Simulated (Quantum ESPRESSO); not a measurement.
Here is a Quantum ESPRESSO 7.5 calculation.

Contents of pw.in:

```
&CONTROL
  calculation = 'scf'
  prefix = 'pwscf'
  outdir = './tmp'
  pseudo_dir = './pseudo'
  tprnfor = .true.
  disk_io = 'low'
/
&SYSTEM
  ibrav = 0
  celldm(1) = 8
  nat = 6
  ntyp = 1
  ecutwfc = 50
  ecutrho = 250
  nbnd = 55
  occupations = 'smearing'
  smearing = 'mv'
  degauss = 0.01469973
  vdw_corr = 'grimme-d3'
  dftd3_version = 4
/
&ELECTRONS
  conv_thr = 6d-09
  electron_maxstep = 150
  mixing_beta = 0.3
  mixing_mode = 'local-TF'
  tqr = .true.
/
ATOMIC_SPECIES
W    183.8400 w_pbesol_v1.2.uspp.F.UPF
CELL_PARAMETERS alat
  0.6781408648339  -0.0000000000000   0.0000000000000
 -0.0000000000000   0.6781408648339   0.0000000000000
  0.0000000000000   0.0000000000000   5.9408265042923
ATOMIC_POSITIONS crystal
W      0.5000000000    0.5000000000    0.2982107356
W      0.0000000000    0.0000000000    0.3789264414
W      0.5000000000    0.5000000000    0.4596421471
W      0.0000000000    0.0000000000    0.5403578529
W      0.5000000000    0.5000000000    0.6210735586
W      0.0000000000    0.0000000000    0.7017892644
K_POINTS automatic
9 9 1 0 0 0
```

The input pp_density.in:

```
&INPUTPP
  prefix = 'pwscf'
  outdir = './tmp'
  filplot = 'density.dat'
  plot_num = 0
/
&PLOT
  nfile = 1
  filepp(1) = 'density.dat'
  iflag = 3
  output_format = 6
  fileout = 'density.cube'
/
```

The input pp_potential.in:

```
&INPUTPP
  prefix = 'pwscf'
  outdir = './tmp'
  filplot = 'potential.dat'
  plot_num = 11
/
&PLOT
  nfile = 1
  filepp(1) = 'potential.dat'
  iflag = 3
  output_format = 6
  fileout = 'potential.cube'
/
```

Potentials or basis: GBRV 1.5 PBEsol.

The run is started by

```bash
$ OMP_NUM_THREADS=1 mpirun -n 2 pw.x -nk 2 -in pw.in > pw.out
$ OMP_NUM_THREADS=1 mpirun -n 1 pp.x -in pp_density.in > pp_density.out
$ OMP_NUM_THREADS=1 mpirun -n 1 pp.x -in pp_potential.in > pp_potential.out
```

Question: What does it give for the work function of the upper face?

Answer: 4.69 eV.

Question: Predict the work function of the lower face.

Answer: 4.69 eV.

Question: Estimate the band gap on the k mesh.

Answer: None (metal or under the smearing width).

Question: What does it give for the largest force?

Answer: 0.780 eV/Å.

Forces on the atoms (eV/Å):
```
W    0.000  0.000  0.780
W    0.000  0.000  0.082
W    0.000  0.000  0.101
W    0.000  0.000 -0.101
W    0.000  0.000 -0.082
W    0.000  0.000 -0.780
```

Caveat: real space augmentation costs some meV and hundredths of eV per Å. Spin-orbit coupling is left out, which matters for the levels of W.
